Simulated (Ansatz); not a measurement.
# C₂H₁₀BPSi, SMILES CCBP[SiH3]: a single point in a Gaussian basis

Program: Ansatz 0.2.0 through its Python package.

The cells in order, each with its output:

**Cell 1**
```python
from pathlib import Path
import warnings

import ansatz
from ase import Atoms
import numpy as np
```

**Cell 2**
```python
warnings.simplefilter("ignore", ansatz.DeckWarning)
```

**Cell 3**
```python
atoms = Atoms(["C", "C", "B", "P", "Si", "H", "H", "H", "H", "H", "H", "H", "H", "H", "H"], positions=[
    [2.4464, -0.1224, 0.1626],
    [1.0297, 0.0212, -0.381],
    [0.0707, 0.7062, 0.6954],
    [-1.4666, -0.2237, 1.4108],
    [-2.6683, 0.0096, -0.428],
    [2.4513, -0.7632, 1.0707],
    [3.0906, -0.5976, -0.6069],
    [2.872, 0.8738, 0.4113],
    [1.0456, 0.6514, -1.2949],
    [0.6382, -0.9812, -0.6533],
    [0.3146, 1.7957, 1.0815],
    [-1.0123, -1.5525, 1.0403],
    [-3.8788, -0.8188, -0.3274],
    [-1.8825, -0.4194, -1.5948],
    [-3.0506, 1.4206, -0.5862],
])
system = ansatz.Crystal.molecule_from_ase(atoms)
```

**Cell 4**
```python
base = system.calculation().basis(gaussian="cc-pVDZ").functional("hf").forces().orbitals()
out = base.run(threads=1, backend="cpu", runs_dir="c2h10bpsi_runs")
summary = out.report
```

**Cell 5**
```python
summary["n_occupied"], summary["n_virtual"]
```
Output:
```text
([28, 28], [100, 100])
```

**Cell 6**
```python
{key: value for key, value in summary.items() if isinstance(value, (int, float)) and "ev" in key}
```
Output:
```text
{'free_energy_ev': -20024.977410534735, 'reference_energy_ev': -20024.977410534735}
```

**Cell 7**
```python
summary["reference_energy_ev"]
```
Output:
```text
-20024.977410534735
```

**Cell 8**
```python
print("reference energy %16.6f eV" % summary["reference_energy_ev"])
print("total energy     %16.6f eV" % summary["free_energy_ev"])
print("occupied orbitals outside the frozen core (up, down):", summary["n_occupied"], " frozen:", summary["n_frozen"], " virtual:", summary["n_virtual"])
```
Output:
```text
reference energy    -20024.977411 eV
total energy        -20024.977411 eV
occupied orbitals outside the frozen core (up, down): [28, 28]  frozen: 0  virtual: [100, 100]
```

**Cell 9**
```python
state = summary["mean_field"]["state"]
print(f"mean field: {state['energy']['hartree']:.7f} Ha, <S^2> = {abs(state['spin_squared']):.4f}, stability: {state.get('stability', {}).get('kind')}")
```
Output:
```text
mean field: -735.9043464 Ha, <S^2> = 0.0000, stability: minimum
```

**Cell 10**
```python
symbols = [site.symbol for site in system.cartesian_sites]
forces = np.array(summary["forces_ev_ang"])
print("largest force", round(float(np.linalg.norm(forces, axis=1).max()), 4), "eV/A, rms", round(float(np.sqrt((forces ** 2).mean())), 4))
```
Output:
```text
largest force 1.4091 eV/A, rms 0.4067
```

**Cell 11**
```python
charges = summary["charge_distribution"]
print("dipole moment", round(4.803205 * float(np.linalg.norm(charges["dipole_moment_e_ang"])), 3), "D")
print("Mulliken:", [(s, round(q, 3)) for s, q in zip(symbols, charges["mulliken_charges_e"])])
```
Output:
```text
dipole moment 1.324 D
Mulliken: [('C', -0.082), ('C', -0.154), ('B', 0.148), ('P', -0.144), ('Si', 0.41), ('H', 0.037), ('H', 0.04), ('H', 0.042), ('H', 0.042), ('H', 0.03), ('H', -0.039), ('H', -0.021), ('H', -0.098), ('H', -0.108), ('H', -0.102)]
```

**Cell 12**
```python
lines = Path(summary["orbitals_path"]).read_text().splitlines()
field_of = lambda key: [line.split("=")[1].strip() for line in lines if line.startswith(key)]
orbitals = [(27.211386 * float(e), s, float(n)) for e, s, n in zip(field_of("Ene="), field_of("Spin="), field_of("Occup="))]
homo = max(e for e, _, n in orbitals if n > 0.5)
lumo = min(e for e, _, n in orbitals if n < 0.5)
print(f"HOMO {homo:.3f} eV, LUMO {lumo:.3f} eV, gap {lumo - homo:.3f} eV")
```
Output:
```text
HOMO -9.492 eV, LUMO 1.870 eV, gap 11.363 eV
```

Reading the output:
- Total energies depend on the basis set; only differences at equal settings carry meaning.
- The geometry is a force-field or estimated start, not a minimum of this method, and the basis set is short of its limit.
- Levels such as HOMO and LUMO are orbital energies: in Hartree-Fock the gap is too wide and the LUMO hangs on the basis.
- Timing: 3.2 s on 1 thread of Arm Neoverse V2, on a shared host, peak memory 0.33 GiB.
